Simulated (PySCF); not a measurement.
# A diatomic session: GdS

The task here is to estimate one member of a computed series from the others.

The runs use PySCF 2.14.0; Gd x2c-SVPall, S x2c-SVPall, spin-free X2C with a Gaussian nucleus.

Set-up of the first run:

The job is set up so:

```json
{"atoms": "Gd, S", "charge": "0", "basis": "Gd x2c-SVPall, S x2c-SVPall", "Hamiltonian": "spin-free X2C with a Gaussian nucleus", "basis functions": "103", "electrons treated": "80", "masses in u": "157.9241, 31.9721", "levels": "PBE0, PBE, r²SCAN, B2PLYP, r²SCANh, LC-ωPBE, HF, MP2, SCS-MP2", "grid": "80 radial by 434 angular points", "occupations": "held fixed by the projection of orbital angular momentum", "dissociation limit": "Gd + S, each in its ground configuration", "starting distance in angstrom": "2.305", "values of 2S to try": "6, 8"}
```

The run is started by

```bash
> OMP_NUM_THREADS=2 python dia.py task.json out
```

Steps of the session up to this table: The job; The PBE0 curve of the state that the search chose; Other states along the same grid; PBE (GGA); r²SCAN (meta-GGA); B2PLYP (double hybrid); r²SCANh; LC-ωPBE (range-separated hybrid); ROHF (mean field).

One table of the session follows, with a row left open; its other results are not shown here.

It belongs to the step «The curves together». Energy (eV) from each level's lowest point:

| R (Å) | ROHF | ROHF-MP2 | ROHF-SCS-MP2 | PBE | r²SCAN |
| --- | --- | --- | --- | --- | --- |
| 1.974 | 2.187 | 1.567 | 1.697 | 1.626 | 1.645 |
| 2.066 | 1.069 | 0.672 | 0.758 | 0.746 | 0.743 |
| 2.157 | 0.400 | 0.187 | 0.235 | 0.248 | 0.238 |
| 2.226 | ? | ? | ? | ? | ? |
| 2.295 | 0.002 | 0.000 | 0.000 | 0.000 | 0.000 |
| 2.364 | 0.000 | 0.076 | 0.057 | 0.031 | 0.045 |
| 2.456 | 0.143 | 0.300 | 0.259 | 0.178 | 0.221 |
| 2.570 | 0.491 | 0.713 | 0.650 | 0.477 | 0.568 |
| 2.708 | 1.064 | 1.317 | 1.235 | 0.925 | 1.090 |
| 2.892 | 1.960 | 2.183 | 2.084 | 1.571 | 1.850 |

Estimate the missing values for R (Å) = 2.226.

Worked estimate for «ROHF». A straight line through the neighbours (2.157, 0.400) and (2.295, 0.002) gives 0.400 + (0.002 − 0.400) × (2.226 − 2.157) / (2.295 − 2.157) = 0.201; a parabola fitted to 4 rows on both sides gives 0.117.

As computed: ROHF: 0.125; ROHF-MP2: 0.027; ROHF-SCS-MP2: 0.049; PBE: 0.063; r²SCAN: 0.055. In «ROHF» the line misses by +0.076 and the parabola by -0.008.

Limits of these values: The state is the lowest single determinant that the PBE0 search found; with open d or f shells the true ground state can be another one. At some levels the lowest empty orbital lies below the highest filled one (the two can be of opposite spin).
